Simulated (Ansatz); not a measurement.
Working through a charge-density difference against the sublattices of SrMg5, space group P-6m2

Program: the Python package of Ansatz (0.2.0).

Interactive session:
```pycon
>>> from dataclasses import dataclass
>>> import warnings
>>> import ansatz
>>> import numpy as np
>>> @dataclass
... class Options:
...     xc: str = "lda"
...     smearing: str = "Gaussian"
...     width_ev: float = 0.1
...     cutoff: int = 460
...     mesh: tuple[int, ...] = (8, 8, 2)
...
>>> opts = Options()
>>> vectors0 = np.array([
...     [3.5219821, 0.0, 0.0],
...     [-1.76099105, 3.05012597, 0.0],
...     [0.0, 0.0, 15.377186],
... ])
>>> sites = [
...     ("Sr", (2 / 3, 1 / 3, 0.0)),
...     ("Mg", (0.0, 0.0, 0.807188)),
...     ("Mg", (2 / 3, 1 / 3, 0.65411)),
...     ("Mg", (0.0, 0.0, 0.5)),
...     ("Mg", (2 / 3, 1 / 3, 0.34589)),
...     ("Mg", (0.0, 0.0, 0.192812)),
... ]
>>> def crystal_on(cell):
...     crystal = ansatz.Crystal(lattice=ansatz.Lattice.of(cell))
...     for symbol, position in sites:
...         crystal = crystal.atom(symbol, position)
...     return crystal
...
>>> warnings.simplefilter("ignore", ansatz.DeckWarning)
>>> # same cell, cutoff and mesh for the crystal and its parts
>>> def solve(crystal):
...     return (
...         crystal.calculation()
...         .functional(opts.xc)
...         .occupations(opts.smearing, width=opts.width_ev)
...         .basis(opts.cutoff, grid_basis="typed")  # plane waves up to this kinetic energy
...         .kpoints(*opts.mesh)
...         .density()  # keep the density on its grid
...         .run(threads=1)
...     )
...
>>> whole = solve(crystal_on(vectors0))
>>> difference = whole.density().channels[0].density_e_per_ang3.copy()
>>> binding = whole.report["free_energy_ev"]
>>> for element in ["Sr", "Mg"]:
...     part = ansatz.Crystal(lattice=ansatz.Lattice.of(vectors0))
...     for symbol, position in sites:
...         if symbol == element:
...             part = part.atom(symbol, position)
...     alone = solve(part)
...     difference -= alone.density().channels[0].density_e_per_ang3
...     binding -= alone.report["free_energy_ev"]
...     print(f"{element} sublattice: {alone.report['n_electrons']:g} electrons, {alone.report['n_iterations']} iterations")
...
Sr sublattice: 10 electrons, 7 iterations
Mg sublattice: 50 electrons, 7 iterations
>>> voxel = abs(np.linalg.det(vectors0)) / difference.size
>>> print(f"energy of the crystal less its unpolarised sublattices: {binding / len(sites):.4f} eV/atom")
energy of the crystal less its unpolarised sublattices: -0.3152 eV/atom
>>> print(f"net charge of the difference {difference.sum() * voxel:.5f} e, charge rearranged {0.5 * np.abs(difference).sum() * voxel:.3f} e")
net charge of the difference 0.00000 e, charge rearranged 0.402 e
>>> print(f"extremes {difference.min():.4f} and {difference.max():.4f} e/A^3")
extremes -0.0380 and 0.0367 e/A^3
>>> for (symbol, position) in sites:
...     index = tuple(int(round(p * n)) % n for p, n in zip(position, difference.shape))
...     print(f"  change of the pseudo-density at the grid point nearest {symbol}: {difference[index]:+.4f} e/A^3")
...
  change of the pseudo-density at the grid point nearest Sr: -0.0213 e/A^3
  change of the pseudo-density at the grid point nearest Mg: -0.0047 e/A^3
  change of the pseudo-density at the grid point nearest Mg: -0.0005 e/A^3
  change of the pseudo-density at the grid point nearest Mg: -0.0001 e/A^3
  change of the pseudo-density at the grid point nearest Mg: -0.0005 e/A^3
  change of the pseudo-density at the grid point nearest Mg: -0.0047 e/A^3
```

Reading the output:
- The mesh is modest for a metal, so energies can be off by several to tens of meV an atom and pressures by half a GPa or more; differences at equal mesh fare better.
- The fields are valence quantities on the plane-wave grid; their values near the nuclei depend on the potentials.
- The structure comes from a database of computed cells and needn't be a stable or known phase.
- Charge moved counts every rearrangement, bonding and polarisation too, and is no transfer between atoms; the bare sublattices are artificial references. Values near the nuclei depend on the potentials.
- Timing: 11 s on 1 thread of Arm Neoverse V2, on a shared host, peak memory 0.42 GiB.
